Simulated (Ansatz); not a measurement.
# LaPd2 under changes of volume

One of the cells (23.942 Å³/atom); the others are scaled copies at fixed shape and fractional positions:

```
La Pd
1.0
    -2.00387    2.00387    4.47173
     2.00387   -2.00387    4.47173
     2.00387    2.00387   -4.47173
La Pd
1 2
Direct
  0.00000 0.00000 0.00000
  0.25000 0.75000 0.50000
  0.75000 0.25000 0.50000
```

The cell comes from a database or a generator and needn't be the stable form of this composition.

- Program: Ansatz 0.2.0
- Functional: PBE
- Potentials or basis: Ansatz PAW
- Cutoff: 420 eV (not typed: the program's choice for these potentials)
- k mesh: 9 × 9 × 9
- Occupations: fermi-dirac, width 0.05 eV
- Spin: no spin polarisation

| volume (Å³/atom) | energy over the lowest point (meV/atom) | pressure (GPa) |
| --- | --- | --- |
| 22.505 | 18.85 | 4.9 |
| 22.984 | 7.11 | 2.9 |
| 23.463 | 1.03 | 1.1 |
| 23.942 | 0.00 | -0.5 |
| 24.421 | 3.52 | -1.9 |
| 24.899 | ? | ? |
| 25.378 | 22.34 | -4.3 |

**Question.** What does the run at 24.899 Å³/atom give?

**Answer.** Energy over the lowest point 11.10 meV/atom; pressure -3.2 GPa.

Worked out: A Birch-Murnaghan fit of order 3 (a polynomial in V^(-2/3)) to the other rows has its minimum at 23.80 Å³/atom with B0 = V·E''(V) = 78 GPa and B' = 4.4 at fixed shape and positions, which overstates the stiffness. It gives 11.09 meV/atom at 24.899 Å³/atom, against the run's 11.10, and -dE/dV = -3.2 GPa, against -3.2.

Energies are extrapolated to zero smearing.
